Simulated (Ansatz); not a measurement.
Task: a reaction energy of HfPbO3 from HfO2 and PbO, with the Ansatz DFT code, driven from Python. Give the script and its output. Settings (first run): LDA, PAW, cutoff 490 eV, 5×5×5 k-points, fixed occupations.

`reaction_hfpbo3.py`
```python
"""Reaction energy of HfPbO3 from HfO2 and PbO, after relaxing atoms and volume at fixed cell shape."""

from collections import Counter

import ansatz
import numpy as np
from pymatgen.analysis.reaction_calculator import ComputedReaction
from pymatgen.entries.computed_entries import ComputedEntry


def compute(name, crystal):
    calc = (
        crystal.calculation()
        .functional("lda")
        .basis(18 * ansatz.Ha, density_ratio=6)
        .accuracy("medium")
        .mixing("anderson", preconditioner="none")
        .kpoints(spacing=0.34)
        .occupations("fixed")
        .stress()
    )
    calc = calc.relax(force_tolerance=0.03, fix_cell=["shape"])
    return calc.run()


def counts(outcome):
    return Counter(site.symbol for site in outcome.lattice.sites)


def volume_per_atom(outcome):
    return abs(np.linalg.det(outcome.lattice.cell_ang)) / len(outcome.lattice.sites)


def main() -> None:
    phases = {}
    hfpbo3_pm_3m = (
        ansatz.Lattice.cubic(4.15548)
        .space_group(221)
        .atom("Hf", (0.5, 0.5, 0.5))
        .atom("Pb", (0.0, 0.0, 0.0))
        .atom("O", (0.0, 0.5, 0.5))
    )
    phases["HfPbO3 Pm-3m"] = hfpbo3_pm_3m
    hfo2_fm_3m = (
        ansatz.Lattice.of((0.0, 2.5575, 2.5575), (2.5575, 0.0, 2.5575), (2.5575, 2.5575, 0.0))
        .atom("Hf", (0.0, 0.0, 0.0))
        .atom("O", (0.25, 0.25, 0.25))
        .atom("O", (0.75, 0.75, 0.75))
    )
    phases["HfO2 Fm-3m"] = hfo2_fm_3m
    pbo_p4_nmm = (
        ansatz.Lattice.from_parameters(3.99, 3.99, 5.01, alpha=90, beta=90, gamma=90)
        .space_group(129, hermann_mauguin="P4/nmm", origin_choice=1)
        .atom("Pb", (0.0, 0.5, 0.24))
        .atom("O", (0.0, 0.0, 0.0))
    )
    phases["PbO P4/nmm"] = pbo_p4_nmm

    done = {name: compute(name, crystal) for name, crystal in phases.items()}

    entry = {name: ComputedEntry(dict(counts(o)), o.report["free_energy_ev"]) for name, o in done.items()}
    reaction = ComputedReaction([entry["HfO2 Fm-3m"], entry["PbO P4/nmm"]], [entry["HfPbO3 Pm-3m"]])
    reaction.normalize_to(entry["HfPbO3 Pm-3m"].composition.reduced_composition)
    print(reaction)
    print("energy per formula unit of the product:", round(reaction.calculated_reaction_energy, 4), "eV")
    for name, o in done.items():
        print(f"  {name:18s} {volume_per_atom(o):7.3f} A^3/atom")


if __name__ == "__main__":
    main()
```

```console
$ python reaction_hfpbo3.py
HfO2 + PbO -> HfPbO3
energy per formula unit of the product: 0.1593 eV
  HfPbO3 Pm-3m        13.619 A^3/atom
  HfO2 Fm-3m          10.424 A^3/atom
  PbO P4/nmm          19.158 A^3/atom
```

Notes:
- The settings weren't tested for convergence.
- The run is spin-unpolarised.
- Atoms and volume are relaxed with the cell's shape held, which in cells of lower than cubic symmetry can hide stresses and shift volumes.
- Spin-orbit coupling, which matters for elements this heavy, is left out.
- The cells come from databases of deposited and of computed structures, and not all need be stable phases.
- The reactants and the product are the structures named, not necessarily the lowest of each compound, so sign and change of volume hang on that choice. A semilocal functional's error on such energies is often 0.05 to 0.1 eV an atom, and 0.1 to 0.3 eV against gases such as O2 or F2.
- Wall time of the script: 22 s on 1 thread of Arm Neoverse V2 (shared host), peak memory 0.57 GiB.
